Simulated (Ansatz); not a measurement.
# PbF2: a single-point run

The task is a single-point run on PbF2. The structure is shown as the input types it.

Method: density functional or hybrid calculation with the settings of its input, plane waves (as first typed), in Ansatz 0.2.0.

3 further runs of the same task are left out: 1 for a known fault of the program, 2 that didn't finish.

## 1. Starting point

It takes space group Fm-3m (No. 225, cubic). The conventional cell has a = 5.921 Å, b = 5.921 Å, c = 5.921 Å, α = 90.00°, β = 90.00°, γ = 90.00°. Pb (site symmetry m-3m) has 8 F at 2.56 Å as nearest neighbours. Around F (site symmetry -43m) lie 4 Pb at 2.56 Å.

Structure file:

```cif
data_structure
_symmetry_space_group_name_H-M 'P 1'
_symmetry_Int_Tables_number 1
_cell_length_a 4.1867
_cell_length_b 4.1867
_cell_length_c 4.1867
_cell_angle_alpha 60.000
_cell_angle_beta 60.000
_cell_angle_gamma 60.000
_cell_volume 51.89
loop_
_atom_site_label
_atom_site_type_symbol
_atom_site_fract_x
_atom_site_fract_y
_atom_site_fract_z
_atom_site_occupancy
Pb1 Pb 0.00000 0.00000 0.00000 1
F1 F 0.25000 0.25000 0.25000 1
F2 F 0.75000 0.75000 0.75000 1
```

## 2. Input and run

input.yaml reads:

```yaml
crystal:
  lattice:
    - [0.0, 2.9604390429, 2.9604390429]
    - [2.9604390429, 0.0, 2.9604390429]
    - [2.9604390429, 2.9604390429, 0.0]
  atoms:
    - { symbol: Pb, position: [0.0, 0.0, 0.0] }
    - { symbol: F, position: [0.25, 0.25, 0.25] }
    - { symbol: F, position: [0.75, 0.75, 0.75] }
kpoints:
  mp_grid: { grid: [2, 4, 6] }
hamiltonian:
  xc: pbe
scf:
  occupations: { method: fixed }
  n_extra_bands: 4
output:
  forces: true
  stress: true
  eigenvalues: true
```

Launch:

```bash
$ ansatz run input.yaml --threads 4 --pin off --max-ram 3686MiB --backend cpu --events-out ev --progress --plain --runs-dir out
```

What happens when this is run?

This run ends as converged, with warnings (symmetry narrowed by mesh). Its log warns: «crystal.symmetry: narrowed to the stabiliser of the k-point mesh — unitary ops 48 → 4; excluded 44 operations that carry a point of the 2×4×6 mesh (shift [0, 0 ...»

Look at the input: kpoints.mp_grid.grid is [2, 4, 6]. Unequal divisions along equivalent axes break the crystal's symmetry in the sampling.

The test: set kpoints.mp_grid.grid to [6, 6, 6].
